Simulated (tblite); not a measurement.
# C6H9GeNS: the cost of one run

Computed with tblite 0.8.0 and PySCF 2.14.0, with density-fitted response routines of our own, on a single molecule in the gas phase. Atoms count from 0, in the outputs and in this text.

## 1. The starting structure

18 atoms, charge 0, multiplicity 1; geometry from: force field or distance geometry start.

Bonds of the start (Å): S0–C1 1.64, C1–C2 1.42, C2–C3 1.22, C3–C4 1.46, C4–C5 1.53, C5–C6 1.51, C1–N7 1.44, N7–Ge8 1.88, C6–C4 1.48, C4–H9 1.12, C5–H10 1.11, C5–H11 1.10, C6–H12 1.12, C6–H13 1.11, N7–H14 1.04, Ge8–H15 1.55, Ge8–H16 1.55, Ge8–H17 1.53.

## 2. Relaxing the molecule with GFN2-xTB

The job: settings as JSON, then the geometry in Å.

```
{"job": {"kind": "relax", "xc": "GFN2-xTB", "basis": "xTB"}, "charge": 0, "multiplicity": 1}
S      2.324800    -1.317700    -1.604300
C      1.586700    -0.179300    -0.678200
C      0.173400    -0.064700    -0.794100
C     -1.033800     0.037200    -0.931300
C     -2.488200     0.119800    -1.085200
C     -3.276000    -0.941900    -0.314300
C     -3.294800     0.513800     0.095900
N      2.368600     0.623800     0.219000
Ge     4.219700     0.282300     0.220200
H     -2.886600     0.257800    -2.118300
H     -4.214400    -1.315500    -0.765800
H     -2.622400    -1.667500     0.183700
H     -2.699400     0.746800     1.018800
H     -4.300900     0.967500    -0.033200
H      1.971800     1.358600     0.834700
H      4.469700    -1.242300     0.307000
H      4.775000     0.745200    -1.154400
H      4.918000     1.082500     1.323400
```

Run with:

```sh
$ OMP_NUM_THREADS=1 python probes_run.py task.json out
```

This one command runs all jobs of the session in turn.

**Question.** How long does this first job take on 1 thread of Intel Xeon at 2.50GHz, shared host, and how much memory does it need?

About 3.9 s, with a peak of 0.18 GiB.
